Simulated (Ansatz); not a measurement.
**C2H4AlFO: small, medium and large basis sets**

How large a basis does C2H4AlFO need? Two functionals are run in growing sets.

Method: one geometry, several basis sets; program: Ansatz 0.2.0, Gaussian basis.

Levels to be run: PBE0-D4/def2-SVP; ωB97M-V/def2-SVP; PBE0-D4/def2-QZVPP; ωB97M-V/def2-QZVPP; the functionals' def2-TZVPP values are taken from earlier runs.

### 1 The relaxed structure

All runs share one geometry, relaxed beforehand with PBE0-D4 in a triple-zeta def2 set.

SMILES `C=C[O][AlH][F]`, 9 atoms, charge 0, spin multiplicity 1.

Atoms are counted from 1 here; the program's logs count them from 0.

Bond lengths: C1–C2 1.325 Å, C1–H6 1.083 Å, C1–H7 1.081 Å, C2–O3 1.346 Å, C2–H8 1.090 Å, O3–Al4 1.684 Å, Al4–F5 1.640 Å, Al4–H9 1.565 Å. Angles: C2–C1–H6 121.4°, C2–C1–H7 119.7°, H6–C1–H7 119.0°, C1–C2–O3 123.2°, C1–C2–H8 121.1°, O3–C2–H8 115.7°, C2–O3–Al4 137.8°, O3–Al4–F5 116.4°, O3–Al4–H9 123.2°, F5–Al4–H9 120.5°.

### 2 PBE0-D4 in def2-SVP

File in.yaml:

```yaml
crystal:
  periodic: [false, false, false]
  atoms:
    - {symbol: C, position_ang: [-1.562005, -0.360051, 1.103917]}
    - {symbol: C, position_ang: [-0.727965, -0.312915, 0.075523]}
    - {symbol: O, position_ang: [0.490342, 0.256491, 0.139592]}
    - {symbol: Al, position_ang: [1.800789, 0.519330, -0.884818]}
    - {symbol: F, position_ang: [3.087581, 1.301591, -0.234975]}
    - {symbol: H, position_ang: [-1.297747, 0.065261, 2.064123]}
    - {symbol: H, position_ang: [-2.527691, -0.832213, 0.988547]}
    - {symbol: H, position_ang: [-0.999019, -0.743141, -0.888808]}
    - {symbol: H, position_ang: [1.824317, 0.059246, -2.380301]}
basis:
  gaussian: {orbitals: def2-SVP}
hamiltonian: {xc: pbe0, dispersion: d4}
output: {orbitals: {seedname: orbitals}}
```

Run with:

```console
ansatz run in.yaml --threads 2 --pin off --events-out ev --progress --plain --max-ram 4352MiB
```

After this run come: ωB97M-V in def2-SVP; PBE0-D4 in def2-QZVPP; ωB97M-V in def2-QZVPP.

Q: Predict the results of all the runs planned. Wanted: PBE0-D4: double and triple zeta above quadruple; ωB97M-V: double and triple zeta above quadruple.

**Answer**, as computed:

```
                                       quantity           value
PBE0-D4: double and triple zeta above quadruple  11.30, 0.62 eV
ωB97M-V: double and triple zeta above quadruple  11.49, 0.58 eV
```

What this shows: PBE0-D4 gains 10.68 eV from double to triple zeta, then 0.62 eV more. These are total energies; as a rule much of such shifts cancels in differences, which this series doesn't test. The LUMO of ωB97M-V is positive and keeps falling with the basis (1.11 to 0.44 eV): an unbound level that the basis holds in place.
